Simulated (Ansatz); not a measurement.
# BCl3 + HF + HF: a complex and its separated parts

Aim: how far the complex at one end of a reaction step lies below its separated, relaxed parts, level by level.

Program: Ansatz 0.2.0, Gaussian basis. Level of theory: PBE0-D4/def2-TZVP structures, single points in def2-TZVPP, no counterpoise correction. These are calculated values, not measurements.

Levels: SPW92, PBE-D4, BLYP-D4, r2SCAN-D4, B97M-V, PBE0-D4, B3LYP-D4, r2SCAN0-D4, BHLYP-D4, CAM-B3LYP-D4, wB97X-V, wB97M-V, B2PLYP, PBE-QIDH, RPA on PBE, Hartree-Fock, MP2, CCSD, CCSD(T).

Cores are frozen in the correlated methods. B3LYP uses VWN-RPA correlation. B2PLYP carries no dispersion term here.

113 further runs of the same task are left out: 113 set aside as unsound or not needed.

## Step 1: Where the work starts

The complex: 8 atoms, charge 0, spin multiplicity 1.

Atoms are counted from 1 here; the program's logs count them from 0.

Bond lengths: B1–Cl2 1.766 Å, B1–Cl3 1.724 Å, B1–Cl4 1.731 Å, H5–F6 0.933 Å, H7–F8 0.934 Å. Angles: Cl2–B1–Cl3 119.0°, Cl2–B1–Cl4 118.9°, Cl3–B1–Cl4 121.9°.

As a file:

```
atom    x (Å)    y (Å)    z (Å)
  B1  -0.0983  -1.4238   0.2072
 Cl2   1.5431  -0.8974  -0.1765
 Cl3  -0.9011  -2.5096  -0.8654
 Cl4  -0.8059  -0.9327   1.7089
  H5  -0.6049   1.5293  -0.5855
  F6  -1.1583   0.9080  -1.0086
  H7   1.2420   1.2573   0.3893
  F8   0.7834   2.0688   0.3306
```

Its parts: BCl3 holds atoms 1, 2, 3, 4; HF holds atoms 5, 6; HF holds atoms 7, 8. Each part counts its atoms afresh in its own runs.

## Step 2: Relaxing BCl3 alone

File relax-a/in.yaml:

```yaml
crystal:
  periodic: [false, false, false]
  atoms:
    - {symbol: B, position_ang: [-0.098279, -1.423809, 0.207171]}
    - {symbol: Cl, position_ang: [1.543062, -0.897379, -0.176459]}
    - {symbol: Cl, position_ang: [-0.901070, -2.509559, -0.865411]}
    - {symbol: Cl, position_ang: [-0.805917, -0.932665, 1.708893]}
basis:
  gaussian: {orbitals: def2-TZVP}
hamiltonian: {xc: pbe0, dispersion: d4}
relax: {f_tol: 0.005, max_steps: 200}
```

Launch:

```console
$ ansatz run in.yaml --threads 8 --pin off --events-out ev --progress --plain --max-ram 19148MiB
```

After this run come: Relaxing HF alone; Relaxing HF alone; SPW92/def2-TZVPP; PBE-D4/def2-TZVPP; BLYP-D4/def2-TZVPP; r2SCAN-D4/def2-TZVPP; B97M-V/def2-TZVPP; PBE0-D4/def2-TZVPP; B3LYP-D4/def2-TZVPP; r2SCAN0-D4/def2-TZVPP; BHLYP-D4/def2-TZVPP; CAM-B3LYP-D4/def2-TZVPP; wB97X-V/def2-TZVPP; wB97M-V/def2-TZVPP; B2PLYP/def2-TZVPP; PBE-QIDH/def2-TZVPP; RPA on PBE/def2-TZVPP; CCSD(T)/def2-TZVPP; Vibrations of BCl3; Vibrations of HF; Vibrations of HF.

What does the calculation give? Wanted: complex less parts, CCSD(T)/def2-TZVPP; with zero-point energy; largest T1 diagnostic.

The runs gave:

```
                              quantity      value
complex less parts, CCSD(T)/def2-TZVPP  -0.407 eV
                with zero-point energy  -0.276 eV
                 largest T1 diagnostic      0.011
```

In words: At CCSD(T) the complex lies 0.407 eV below its parts. Among the functionals PBE-QIDH lands nearest to CCSD(T) (+0.002 eV) and SPW92 farthest (-0.413 eV). Mean unsigned error by rung: LDA 0.413, GGA 0.120, meta-GGA 0.114, hybrid 0.078, range-separated hybrid 0.105, double hybrid 0.006 eV. PBE-D4 gives a relative energy 0.136 eV too low, outside chemical accuracy (1 kcal/mol, 0.043 eV). No counterpoise was applied, and triple zeta lacks some correlation, so the CCSD(T) reference has a basis error of its own, and close matches with it are partly luck.
